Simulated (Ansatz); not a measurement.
Runs of Ansatz 0.2.0 on SnTe3. It takes space group Fm-3m (No. 225, cubic). The conventional cell has a = 7.722 Å, b = 7.722 Å, c = 7.722 Å, α = 90.00°, β = 90.00°, γ = 90.00°. Te (site symmetry m-3m) has 8 Te at 3.34 Å as nearest neighbours. Te (site symmetry -43m) is surrounded by 4 Te at 3.34 Å and 4 Sn at 3.34 Å. Sn (site symmetry m-3m) is surrounded by 8 Te at 3.34 Å. The cell comes from a database or a generator and needn't be the stable form of this composition.

| task | level | potentials or basis | cutoff (eV) | points for each segment of the path | gap on the mesh (eV) | pressure (GPa) |
| --- | --- | --- | --- | --- | --- | --- |
| single point | PBEsol | PseudoDojo stringent (PBEsol files) | 1388 | - | none | -2.7 |
| band structure | r2SCAN | Ansatz PAW | 500 | 14 | none | (a) |
| single point | PBEsol | Ansatz PAW | 420 | - | none | -2.8 |
| single point | PBEsol | Ansatz PAW earlier set | 640 | - | none | -2.8 |

Alike in all rows: no spin polarisation; cell as given; k mesh 6 × 6 × 6; smearing fermi-dirac 0.05 eV.

Problem. Fill in the values left out.

Solution. (a) 0.0.

Caveats: the PAW data sets come from PBE, with cores solved anew for the run's functional, which leaves a small shift of forces and pressure (some runs); spin-orbit coupling is left out, which moves the levels of the heavy elements (some runs).

A k mesh can miss the band edges, and the runs leave out spin-orbit coupling on Sn, Te.

A gap of «none» marks a metal or a gap under the smearing width.

The runs don't all hold the same shells in valence.
